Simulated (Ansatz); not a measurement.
# C2H6InN: up Jacob's ladder to CCSD(T)

An exercise on one series of results from a longer session: the logs are not shown, and one member is left open.

The runs use Ansatz 0.2.0, Gaussian basis; functionals in def2-TZVPP, the program's frozen cores in correlated methods.

Levels to be run: LDA (SPW92), PBE-D4, revPBE-D4, BLYP-D4, r2SCAN-D4, B97M-V, PBE0-D4, B3LYP-D4, r2SCANh-D4, r2SCAN0-D4, HSE06-D4, BHLYP-D4, CAM-B3LYP-D4, LC-ωPBE, ωB97X-V, ωB97M-V, B2PLYP, PBE-QIDH; CCSD(T)/def2-SVP; CCSD(T)/def2-TZVPP; MP2/def2-QZVPP; extrapolation to the limit; RPA on PBE.

## The relaxed structure

The geometry comes from an earlier relaxation with PBE0-D4 in a triple-zeta def2 set; it is a stationary point, not always the lowest conformer. In takes the def2 core potential; no spin-orbit term is included.

SMILES `C/C=[N]\[InH2]`, 10 atoms, charge 0, spin multiplicity 1.

Atoms are counted from 1 here; the program's logs count them from 0.

Bond lengths: C1–C2 1.500 Å, C1–H5 1.095 Å, C1–H6 1.092 Å, C1–H7 1.095 Å, C2–N3 1.249 Å, C2–H8 1.106 Å, N3–In4 2.028 Å, In4–H9 1.714 Å, In4–H10 1.714 Å. Angles: C2–C1–H5 110.2°, C2–C1–H6 111.1°, C2–C1–H7 110.2°, H5–C1–H6 109.3°, H5–C1–H7 106.7°, H6–C1–H7 109.3°, C1–C2–N3 128.2°, C1–C2–H8 113.2°, N3–C2–H8 118.6°, C2–N3–In4 141.0°, N3–In4–H9 115.1°, N3–In4–H10 115.1°, H9–In4–H10 128.7°.

The first run:

File in.yaml:

```yaml
crystal:
  periodic: [false, false, false]
  atoms:
    - {symbol: C, position_ang: [1.187898, -0.973633, -0.249425]}
    - {symbol: C, position_ang: [-0.168463, -1.009256, 0.390614]}
    - {symbol: N, position_ang: [-1.000665, -0.083287, 0.490206]}
    - {symbol: In, position_ang: [-1.251555, 1.869366, 0.001693]}
    - {symbol: H, position_ang: [1.247266, -1.716810, -1.051240]}
    - {symbol: H, position_ang: [1.403934, 0.015720, -0.658113]}
    - {symbol: H, position_ang: [1.958093, -1.238298, 0.482372]}
    - {symbol: H, position_ang: [-0.424005, -1.998471, 0.815245]}
    - {symbol: H, position_ang: [-0.852449, 2.985533, 1.239656]}
    - {symbol: H, position_ang: [-2.100044, 2.149145, -1.461017]}
basis:
  gaussian: {orbitals: def2-TZVPP}
hamiltonian: {xc: lda}
output: {orbitals: {seedname: orbitals}}
```

Run with:

```sh
$ ansatz run in.yaml --threads 4 --pin off --events-out ev --progress --plain --max-ram 10444MiB
```

Steps of the session up to this table: LDA; PBE-D4 (GGA); revPBE-D4 (GGA); BLYP-D4 (GGA); r2SCAN-D4 (meta-GGA); B97M-V (meta-GGA); PBE0-D4 (hybrid); B3LYP-D4 (hybrid); r2SCANh-D4 (hybrid); r2SCAN0-D4 (hybrid); HSE06-D4 (hybrid); BHLYP-D4 (hybrid); CAM-B3LYP-D4 (range-separated); LC-ωPBE (range-separated); ωB97X-V (range-separated); ωB97M-V (range-separated); B2PLYP (double hybrid); PBE-QIDH (double hybrid).

One table of the session follows, with a row left open; its other results are not shown here.

It belongs to the step «Frontier levels by functional». 

| functional | HOMO (eV) | LUMO (eV) | gap (eV) |
| --- | --- | --- | --- |
| LDA (SPW92) | -5.23 | -2.32 | 2.91 |
| PBE-D4 | ? | ? | ? |
| revPBE-D4 | -4.97 | -1.96 | 3.01 |
| BLYP-D4 | -4.95 | -2.04 | 2.92 |
| r2SCAN-D4 | -5.20 | -1.82 | 3.38 |
| B97M-V | -5.33 | -2.11 | 3.22 |
| PBE0-D4 | -6.18 | -1.39 | 4.79 |
| B3LYP-D4 | -6.01 | -1.66 | 4.35 |
| r2SCANh-D4 | -5.64 | -1.58 | 4.06 |
| r2SCAN0-D4 | -6.31 | -1.23 | 5.08 |
| HSE06-D4 | -5.78 | -1.75 | 4.04 |
| BHLYP-D4 | -7.30 | -0.78 | 6.52 |
| CAM-B3LYP-D4 | -7.51 | -0.61 | 6.90 |
| LC-ωPBE | -8.76 | 0.47 | 9.23 |
| ωB97X-V | -8.46 | 0.34 | 8.80 |
| ωB97M-V | -8.40 | 0.06 | 8.46 |

**Question.** Estimate the row for PBE-D4.

The run gave: HOMO (eV): -5.05; LUMO (eV): -2.07; gap (eV): 2.98. In the column «HOMO (eV)» it lies between r2SCAN-D4 (-5.20) and revPBE-D4 (-4.97).
